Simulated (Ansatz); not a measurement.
# Si: response to strain

Si is deformed so: equal xy, yz and zx engineering shear strains of -3 %. What stress and forces result, by LAPW, PAW and all-electron datasets made for the crystal?

Program: Ansatz 0.2.0. Level of theory: DFT LDA, scalar-relativistic. These are calculated values, not measurements.

## 1. The system as given

The structure is cubic, space group Fd-3m (No. 227). Conventional cell: a = 5.431 Å, b = 5.431 Å, c = 5.431 Å, α = 90.00°, β = 90.00°, γ = 90.00°. Si (site symmetry -43m) is surrounded by 4 Si at 2.35 Å.

Structure file:

```cif
data_structure
_symmetry_space_group_name_H-M 'Fd-3m:1'
_symmetry_Int_Tables_number 227
_cell_length_a 5.4309
_cell_length_b 5.4309
_cell_length_c 5.4309
_cell_angle_alpha 90.000
_cell_angle_beta 90.000
_cell_angle_gamma 90.000
_cell_volume 160.19
loop_
_atom_site_label
_atom_site_type_symbol
_atom_site_symmetry_multiplicity
_atom_site_Wyckoff_symbol
_atom_site_fract_x
_atom_site_fract_y
_atom_site_fract_z
_atom_site_occupancy
Si1 Si 8 a 0.50000 0.00000 0.50000 1
```

The file gives the conventional cell by its symmetry; the runs use the cell typed in the input.

Atoms are numbered in the order of the input: Si1, Si2.

## 2. After the deformation

Space group Fd-3m before, R-3m after.

## 3. LAPW, all electrons

input.yaml reads:

```yaml
crystal:
  lattice:
    - [-0.0814641, 2.67473795, 2.67473795]
    - [2.67473795, -0.0814641, 2.67473795]
    - [2.67473795, 2.67473795, -0.0814641]
  atoms:
    - { symbol: Si, position: [0.5, 0.5, 0.5] }
    - { symbol: Si, position: [0.75, 0.75, 0.75] }
kpoints:
  mp_grid: { grid: [11, 11, 11] }
  band_path:
    path:
      - [0.0, 0.0, 0.0]
      - [0.5, 0.5, 0.5]
      - [0.2579113083, 0.5, 0.7420886917]
      - [-0.2579113083, 0.2579113083, 0.5]
      - [0.0, 0.0, 0.5]
      - [0.0, 0.0, 0.0]
      - [-0.3789556542, 0.0, 0.3789556542]
      - [0.0, 0.3789556542, 0.6210443458]
      - [0.0, 0.5, 0.5]
    npoints: 5
scf:
  occupations: { method: fermi_dirac, width: 0.08 }
hamiltonian:
  xc: lda
  pseudopotentials: { kind: all_electron, lapw: { basis_error: 0.00025 } }
output:
  forces: true
  stress: true
  eigenvalues: true
```

Started as:

```console
ansatz run input.yaml --threads 1 --pin off --max-ram 3072MiB --backend cpu --events-out ev --progress --plain --runs-dir out
```

## 4. PAW on the default files

input.yaml reads:

```yaml
crystal:
  lattice:
    - [-0.0814641, 2.67473795, 2.67473795]
    - [2.67473795, -0.0814641, 2.67473795]
    - [2.67473795, 2.67473795, -0.0814641]
  atoms:
    - { symbol: Si, position: [0.5, 0.5, 0.5] }
    - { symbol: Si, position: [0.75, 0.75, 0.75] }
kpoints:
  mp_grid: { grid: [11, 11, 11] }
scf:
  occupations: { method: fermi_dirac, width: 0.08 }
hamiltonian:
  xc: lda
  pseudopotentials: { kind: paw }
output:
  forces: true
  stress: true
  eigenvalues: true
  efg: { contact_densities: true }
  write_density: true
  write_potential: true
  elf: true
  volumetric_format: npy
```

## 5. Datasets made for this crystal

input.yaml, as its differences from that of step 4:

```diff
@@ -14,3 +14,3 @@
   xc: lda
-  pseudopotentials: { kind: paw }
+  pseudopotentials: { kind: all_electron, datasets: crystal }
 output:
@@ -20,5 +20 @@
   efg: { contact_densities: true }
-  write_density: true
-  write_potential: true
-  elf: true
-  volumetric_format: npy
```

(Steps that only read results are left out.)

Before running it: what results should come out? Wanted: pressure; largest shear or deviatoric stress.

**Answer**, as computed:

| quantity | value |
| --- | --- |
| pressure | LAPW -1.23, PAW -1.17, crystal datasets -1.23 GPa |
| largest shear or deviatoric stress (LAPW) | 3.22 GPa |

The largest part of the stress beyond the pressure is 3.22 GPa in size; the atoms are carried along and not relaxed. No run of the undeformed cell stands beside it, so the pressure holds what the given cell had before the change. PAW: stress within 0.06 GPa of LAPW, forces within 1 meV/Å. Crystal datasets: stress within 0.01 GPa of LAPW, forces within 1 meV/Å.
